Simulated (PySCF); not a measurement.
# Solver options tried on GaO⁻

Do solver options change the result for GaO⁻, or only the number of cycles?

Computed with PySCF 2.14.0. Level: method and basis as typed in the scripts.

1 further run of the same task is left out (it didn't finish).

## (1) Starting geometry

GaO⁻: 2 atoms, charge -1, spin multiplicity 1.

Bond lengths: Ga1–O2 1.810 Å.

## (2) Base script

Input file input.py:

```python
from pyscf import gto, dft, tdscf

mol = gto.M(
    atom='Ga 0 0 0; O 0 0 1.81',
    basis='pcseg-1',
    charge=-1,
    spin=0,
    verbose=4,
)
mf = dft.RKS(mol, xc='revtpss')
mf.kernel()
td = tdscf.TDDFT(mf)
td.nstates = 5
td.kernel()
td.analyze()
mf.dip_moment()
print('orbital energies (hartree):', mf.mo_energy[..., max(0, mol.nelec[1]-3):mol.nelec[0]+3].round(4))
```

The run is started by

```console
OMP_NUM_THREADS=1 python input.py
```

Its log is not repeated here.

In short: E(SCF) = -1999.338894 Eh, 12 cycles, excitations 3.61, 3.61, 3.67, 3.74, 3.74 eV.

The bond length is a typed value, not an optimised one. The dipole of an ion depends on the origin.

## (3) Initial guess mod_huckel

Variant 1 changes initial guess: minao → mod_huckel.

Input file input.py:

```python
from pyscf import gto, dft, tdscf

mol = gto.M(
    atom='Ga 0 0 0; O 0 0 1.81',
    basis='pcseg-1',
    charge=-1,
    spin=0,
    verbose=4,
)
mf = dft.RKS(mol, xc='revtpss')
mf.init_guess = 'mod_huckel'
mf.kernel()
td = tdscf.TDDFT(mf)
td.nstates = 5
td.kernel()
td.analyze()
mf.dip_moment()
print('orbital energies (hartree):', mf.mo_energy[..., max(0, mol.nelec[1]-3):mol.nelec[0]+3].round(4))
```

The run is started by

```console
OMP_NUM_THREADS=1 python input.py
```

## (4) Smearing width 0.05 hartree

Variant 2 changes smearing width: none → 0.05 hartree; step after the SCF: tddft → none.

Edit input.py of step 2 so:

```diff
@@ -1,2 +1,2 @@
-from pyscf import gto, dft, tdscf
+from pyscf import gto, dft, scf
 
@@ -10,7 +10,4 @@
 mf = dft.RKS(mol, xc='revtpss')
+mf = scf.addons.smearing_(mf, sigma=0.05, method='fermi')
 mf.kernel()
-td = tdscf.TDDFT(mf)
-td.nstates = 5
-td.kernel()
-td.analyze()
 mf.dip_moment()
```

## (5) Initial guess vsap

Variant 3 changes initial guess: minao → vsap.

Edit input.py of step 2 so:

```diff
@@ -10,2 +10,3 @@
 mf = dft.RKS(mol, xc='revtpss')
+mf.init_guess = 'vsap'
 mf.kernel()
```

## (6) DIIS space 12

Variant 4 changes DIIS space: default → 12.

Edit input.py of step 2 so:

```diff
@@ -10,2 +10,3 @@
 mf = dft.RKS(mol, xc='revtpss')
+mf.diis_space = 12
 mf.kernel()
```

## (7) Damping 0.2

Variant 5 changes damping: none → 0.2.

Edit input.py of step 2 so:

```diff
@@ -10,2 +10,4 @@
 mf = dft.RKS(mol, xc='revtpss')
+mf.damp = 0.2
+mf.diis_start_cycle = 8
 mf.kernel()
```

What does the calculation give? Wanted: for each run, E(SCF); from base; gap; after the SCF.

The runs gave:

| run | E(SCF) (hartree) | from base (eV) | cycles | gap (eV) | after the SCF |
| --- | --- | --- | --- | --- | --- |
| base | -1999.338894 | 0 | 12 | 3.31 | lowest root found 3.61 eV |
| initial guess mod_huckel | -1999.338894 | 0.0000 | 15 | 3.31 | lowest root found 3.61 eV |
| smearing width 0.05 hartree | -1999.192973 | +3.9707 | 16 | n/a | n/a |
| initial guess vsap | -1999.338894 | 0.0000 | 14 | 3.31 | lowest root found 3.61 eV |
| DIIS space 12 | -1999.338894 | 0.0000 | 12 | 3.31 | lowest root found 3.61 eV |
| damping 0.2 | -1999.338894 | 0.0000 | 46 | 3.31 | lowest root found 3.61 eV |

Distance from each run's final energy (log10 hartree) by cycle:

| run | cycle 1 | cycle 2 | cycle 3 | cycle 5 | cycle 8 | cycle 12 |
| --- | --- | --- | --- | --- | --- | --- |
| base | -0.4 | 0.8 | -1.0 | -1.4 | -4.1 | < -11 |
| initial guess mod_huckel | 0.9 | 1.7 | 0.8 | -0.1 | -1.6 | -7.5 |
| smearing width 0.05 hartree | -0.6 | 0.8 | -0.6 | -2.3 | -3.8 | -7.1 |
| initial guess vsap | 0.9 | 1.7 | 0.8 | 0.0 | -1.4 | -7.9 |
| DIIS space 12 | -0.4 | 0.8 | -1.0 | -1.4 | -4.1 | < -11 |
| damping 0.2 | -0.4 | 0.8 | 0.8 | 1.8 | 1.2 | 1.7 |

The highest filled level of this anion is positive: the basis lacks diffuse functions or the electron is not bound, so these numbers hang on the basis. The SCF energy stays the same, to the digits that matter, with initial guess mod_huckel or initial guess vsap or DIIS space 12 or damping 0.2. The base needs 12 cycles and the run with damping 0.2 needs 46.
